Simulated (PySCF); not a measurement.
# C2H13NO3Si2: the cost of one run

Computed with tblite 0.8.0 and PySCF 2.14.0; each step states its level. No surroundings beyond the atoms listed, unless a continuum is named. Atoms count from 0, parts from 1.

9 further runs of the same task are left out: 9 set aside as unsound or not needed.

## 1. Starting point

21 atoms, charge 0, multiplicity 1; geometry: GFN2-xTB. Parts: 1 = atoms 0–13, `C[Si](O)(O)O[SiH3]`, charge 0; 2 = atoms 14–20, `CN`, charge 0.

## 2. Shielding tensors: PBE0/pcSseg-1

What the job is given:

```
{"job": {"kind": "nmr", "xc": "PBE0", "basis": "pcSseg-1", "pop": false, "iso": false}, "charge": 0, "multiplicity": 1, "parts": [{"atoms": "0-13", "charge": 0, "multiplicity": 1}, {"atoms": "14-20", "charge": 0, "multiplicity": 1}]}
Si    -1.183940    -0.300070    -0.281760
O      0.132610    -0.882490     0.508890
Si     1.666230    -1.363420     0.562270
O     -1.644720    -1.251510    -1.485330
O     -2.370550    -0.285060     0.847860
C     -0.748050     1.403600    -0.973490
H      2.119690    -0.978910     1.900160
H      2.448090    -0.703630    -0.482970
H      1.681660    -2.817740     0.381370
H     -2.030540    -2.139900    -1.304040
H     -2.203070     0.148960     1.679570
H     -1.638100     1.964670    -1.236690
H     -0.180230     1.988840    -0.256010
H     -0.143930     1.307630    -1.868720
C     -3.845550    -3.345620    -0.030610
N     -2.592570    -3.667910    -0.703140
H     -4.610750    -3.173850    -0.785710
H     -3.703650    -2.424820     0.532130
H     -4.195600    -4.131750     0.649800
H     -2.699740    -4.483770    -1.295650
H     -1.866790    -3.862960    -0.021850
```

Method: GIAO PBE0/pcSseg-1 NMR shielding, non-relativistic, gas phase.

Run with:

```console
$ OMP_NUM_THREADS=1 python cluster_run.py task.json out
```

The driver reads the jobs from task.json and runs them one after another.

Q: Estimate the wall time and peak memory of this first job on 1 thread of Arm Neoverse V1, shared host.

About 37 s, with a peak of 0.97 GiB.
